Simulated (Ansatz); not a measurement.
# BRh (P6_3/mmc): relaxation of cell and ions

What cell does BRh (P6_3/mmc) relax to? Aim: a relaxation of cell and ions, for BRh (P6_3/mmc), run from a script.

Computed with Ansatz 0.2.0 through its Python package. Level of theory: DFT PBEsol, plane waves, PAW.

### Step 1. Starting point

The structure is hexagonal, space group P6_3/mmc (No. 194). Conventional cell: a = 3.377 Å, b = 3.377 Å, c = 4.096 Å, α = 90.00°, β = 90.00°, γ = 120.00°. B (site symmetry -3m) is surrounded by 2 B at 2.05 Å and 6 Rh at 2.20 Å. Rh (site symmetry -6m2) is surrounded by 6 B at 2.20 Å.

The script holds or builds the structure itself.

### Step 2. The script

run_vcrelax.py reads:

```python
'''Cell relaxation of BRh.'''

import warnings

import ansatz as az
from ase.data import atomic_numbers
import matplotlib.pyplot as plt
import numpy as np
import spglib

def edges_and_angles(cell):
    cell = np.asarray(cell)
    a, b, c = np.linalg.norm(cell, axis=1)
    cosines = cell[1] @ cell[2] / (b * c), cell[0] @ cell[2] / (a * c), cell[0] @ cell[1] / (a * b)
    return (a, b, c, *np.degrees(np.arccos(cosines)))


def main() -> None:
    warnings.simplefilter('ignore', az.DeckWarning)

    system = (
        az.Lattice.from_parameters(3.37707, 3.37707, 4.095685, alpha=90.0, beta=90.0, gamma=120.0)
        .atom('B', (0.0, 0.0, 0.0))
        .atom('B', (0.0, 0.0, 0.5))
        .atom('Rh', (2 / 3, 1 / 3, 0.75))
        .atom('Rh', (1 / 3, 2 / 3, 0.25))
    )

    # only the volume may change
    calc = (
        system.calculation()
        .functional('PBEsol')
        .pseudopotentials('paw')
        .basis(470)
        .kpoints(8, 8, 6, center='gamma')  # the mesh must be finer for metals
        .occupations('fermi_dirac', width=0.15)  # smearing steadies the SCF of a metal
        .relax(fix_cell=['shape'])
    )
    steps = []


    def follow(event):
        if event['event'] != 'relax_step':
            return
        row = event['data']
        steps.append(row)
        print(f'step {row["step"]:3d}  E = {row["lagrangian_ev"]:.5f} eV  largest force component = {row["allowed_force_max_ev_ang"]:.4f} eV/A  P = {row["pressure_gpa"]:.3f} GPa')


    res = calc.session().plan(threads=1).execute(on_event=follow)
    summary = res.report

    first, last = steps[0], steps[-1]
    symbols = [site.symbol for site in res.lattice.sites]
    print(f'energy gained {first["lagrangian_ev"] - last["lagrangian_ev"]:.4f} eV in {len(steps) - 1} steps')
    for label, vectors in (('before', first['cell_ang']), ('after', res.lattice.cell_ang)):
        print(label, 'a b c (A) {:.4f} {:.4f} {:.4f}  angles {:.2f} {:.2f} {:.2f}'.format(*edges_and_angles(vectors)), f' V = {abs(np.linalg.det(vectors)):.3f} A^3')
    print('final stress xx yy zz (GPa, compression positive):', np.round(np.diag(summary['stress_gpa']), 3) + 0.0)

    print('atom   start x y z (A)              end x y z (A)')
    for symbol, a, b in zip(symbols, first['positions_ang'], last['positions_ang']):
        print(f'{symbol:3s}', ' '.join(f'{v:8.4f}' for v in a), '  ', ' '.join(f'{v:8.4f}' for v in b))

    fractions = [site.position_frac for site in res.lattice.sites]
    numbers = [atomic_numbers[s] for s in symbols]
    for tolerance in (1e-3, 1e-2, 1e-1):
        print(f'space group at {tolerance} A:', spglib.get_spacegroup((res.lattice.cell_ang, fractions, numbers), symprec=tolerance))

    print('relaxed fractional positions')
    for site in res.lattice.sites:
        print(f'  {site.symbol:2s}', ' '.join(f'{v % 1:8.5f}' for v in np.round(site.position_frac, 5)))

    fig, (top, bottom) = plt.subplots(2, 1, sharex=True, figsize=(4.5, 4))
    top.plot([s['lagrangian_ev'] - last['lagrangian_ev'] for s in steps], 'o-')
    top.set_ylabel('E - E(final) (eV)')
    bottom.semilogy([max(s['allowed_force_max_ev_ang'], 1e-6) for s in steps], 's-')
    bottom.set(xlabel='step', ylabel='largest force (eV/A)')
    fig.tight_layout()
    fig.savefig('relax.png', dpi=100)

    print('%-22s %14.5f eV' % ('F = E - TS', summary['free_energy_ev']))
    print('%-22s %14.5f eV' % ('E', summary['internal_energy_ev']))
    print('%-22s %14.5f eV' % ('Harris-Foulkes', summary['harris_foulkes_ev']))
    print('%-22s %14.5f eV' % ('Fermi level', summary['fermi_energy_ev']))


if __name__ == '__main__':
    main()
```

### Step 3. The calls as engine input

The engine receives this input:

```yaml
crystal:
  lattice:
    a: 3.37707
    b: 3.37707
    c: 4.095685
    alpha: 90.0
    beta: 90.0
    gamma: 120.0
  atoms:
    - { symbol: B, position: [0.0, 0.0, 0.0] }
    - { symbol: B, position: [0.0, 0.0, 0.5] }
    - { symbol: Rh, position: [0.6666666666666666, 0.3333333333333333, 0.75] }
    - { symbol: Rh, position: [0.3333333333333333, 0.6666666666666666, 0.25] }
basis:
  ecutwfc: 470.0
kpoints:
  mp_grid:
    grid: [8, 8, 6]
    shift: [0.0, 0.0, 0.0]
hamiltonian:
  xc: pbesol
  pseudopotentials:
    kind: paw
scf:
  occupations:
    method: fermi_dirac
    width: 0.15
relax:
  cell:
    fix: [shape]
```

### Step 4. The run

On the command line:

```bash
$ python run_vcrelax.py
```

Without the output at hand: what should come out? Wanted: free energy; moves of the relaxation; energy gained; last largest force component; relaxed conventional cell; space group at the end.

As calculated:

| quantity | value |
| --- | --- |
| free energy | -12984.5830 eV (-3246.1458 eV/atom) |
| moves of the relaxation | 2 |
| energy gained (ahead of the last change of basis) | 2.2 meV/atom |
| last largest force component | 0.0000 eV/Å |
| relaxed conventional cell | a = 3.360 Å, b = 3.360 Å, c = 4.075 Å, α = 90.00°, β = 90.00°, γ = 120.00° |
| space group at the end | P6_3/mmc |

What this shows: The volume shrank by 1.5 % over 2 moves, and the space group stayed P6_3/mmc. What to keep in mind:
- Forces vanish by symmetry, so the ions can't move, and the end may be a saddle.
- The mesh is modest for a metal, so energies can be off by several to tens of meV an atom and pressures by half a GPa or more; differences at equal mesh fare better.
- Only differences from the Fermi energy are physical; the zero of the scale is a convention.
- Energies along a relaxation are free energies. Rows at an unchanged volume are solved on a plane-wave basis chosen afresh for that cell, so the energy jumps there and such rows are no steps of the walk.
- The structure comes from a database of computed cells and needn't be a stable or known phase.
